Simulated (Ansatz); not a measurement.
# C2H4FI: the cost of one run

Computed with Ansatz 0.2.0, driven from Python. Level of theory: MP2/def2-SVP.

### Step 1. The system

Bond lengths: F1–C2 1.296 Å, C2–C3 1.506 Å, C3–I4 2.181 Å, C2–H5 1.104 Å, C2–H6 1.101 Å, C3–H7 1.124 Å, C3–H8 1.028 Å. Angles: F1–C2–C3 108.2°, F1–C2–H5 108.2°, F1–C2–H6 106.0°, C3–C2–H5 112.3°, C3–C2–H6 113.1°, H5–C2–H6 108.8°, C2–C3–I4 110.0°, C2–C3–H7 109.2°, C2–C3–H8 111.8°, I4–C3–H7 106.0°, I4–C3–H8 112.4°, H7–C3–H8 107.3°.

No structure file is read: the coordinates are typed or built in the script.

### Step 2. The code

scan_c2h4fi.py reads:

```python
"""Stretching a bond of C2H4FI, the rest held rigid."""

import ansatz
import matplotlib.pyplot as plt
import numpy as np

GEOMETRY = """
F    -0.69750    1.16170   -1.14660
C    -0.00470    0.12740   -0.78480
C    -0.12830   -0.02120    0.70910
I     1.11570   -1.67520    1.39830
H    -0.39150   -0.75290   -1.32720
H     1.02740    0.32190   -1.11490
H     0.27910    0.90080    1.20690
H    -1.10810   -0.11960    1.00340
"""

c2h4fi = ansatz.Crystal.molecule()
for line in GEOMETRY.strip().splitlines():
    symbol, *xyz = line.split()
    c2h4fi = c2h4fi.atom(symbol, [float(v) for v in xyz])

symbols = [site.symbol for site in c2h4fi.cartesian_sites]
start = np.array([site.position_ang for site in c2h4fi.cartesian_sites])
axis = (start[1] - start[2]) / np.linalg.norm(start[1] - start[2])
moving = [0, 1, 4, 5]
lengths, energies = [1.326, 1.386, 1.446, 1.506, 1.567, 1.627, 1.687, 1.777], []
for length in lengths:
    xyz = start.copy()
    xyz[moving] += (length - np.linalg.norm(start[1] - start[2])) * axis
    point = ansatz.Crystal.molecule()
    for symbol, place in zip(symbols, xyz):
        point = point.atom(symbol, place.tolist())
    base = point.calculation()
    base = base.basis(gaussian="def2-SVP")
    base = base.correlation("mp2")
    rep = base.run(threads=1, backend="cpu").report
    energies.append(rep["free_energy_ev"])
    print(f"r = {length:6.3f} A  E = {energies[-1]:.5f} eV  <S^2> = {abs(rep['mean_field']['state']['spin_squared']):.3f}")

# quartic fit about the minimum
fit = np.polynomial.Polynomial.fit(lengths, np.array(energies) - min(energies), 4).convert()
roots = [r.real for r in fit.deriv().roots() if abs(r.imag) < 1e-9 and fit.deriv(2)(r.real) > 0]
r_e = min(roots, key=lambda r: abs(r - lengths[int(np.argmin(energies))]))
print(f"minimum of the fit at {r_e:.4f} A, force constant {fit.deriv(2)(r_e):.2f} eV/A^2")
plt.figure(figsize=(4.5, 3))
plt.plot(lengths, np.array(energies) - min(energies), "o-")
plt.xlabel("bond length (A)")
plt.ylabel("E - E(min) (eV)")
plt.tight_layout()
plt.savefig("scan.png", dpi=100)
```

### Step 3. The calls as engine input

The engine receives this input (first run):

```yaml
crystal:
  periodic: [false, false, false]
  atoms:
    - { symbol: F, position_ang: [-0.7122983335439204, 1.143908476014348, -0.9677389119638947] }
    - { symbol: C, position_ang: [-0.019498333543920356, 0.10960847601434819, -0.6059389119638947] }
    - { symbol: C, position_ang: [-0.1283, -0.0212, 0.7091] }
    - { symbol: I, position_ang: [1.1157, -1.6752, 1.3983] }
    - { symbol: H, position_ang: [-0.40629833354392036, -0.7706915239856519, -1.1483389119638945] }
    - { symbol: H, position_ang: [1.0126016664560797, 0.3041084760143482, -0.9360389119638947] }
    - { symbol: H, position_ang: [0.2791, 0.9008, 1.2069] }
    - { symbol: H, position_ang: [-1.1081, -0.1196, 1.0034] }
basis:
  gaussian:
    orbitals: def2-SVP
correlation:
  method: mp2
```

### Step 4. The run

Started as:

```console
python scan_c2h4fi.py
```

What time and memory should one allow on 1 thread of Arm Neoverse V1, shared host?

About 13 s, with a peak of 0.26 GiB.
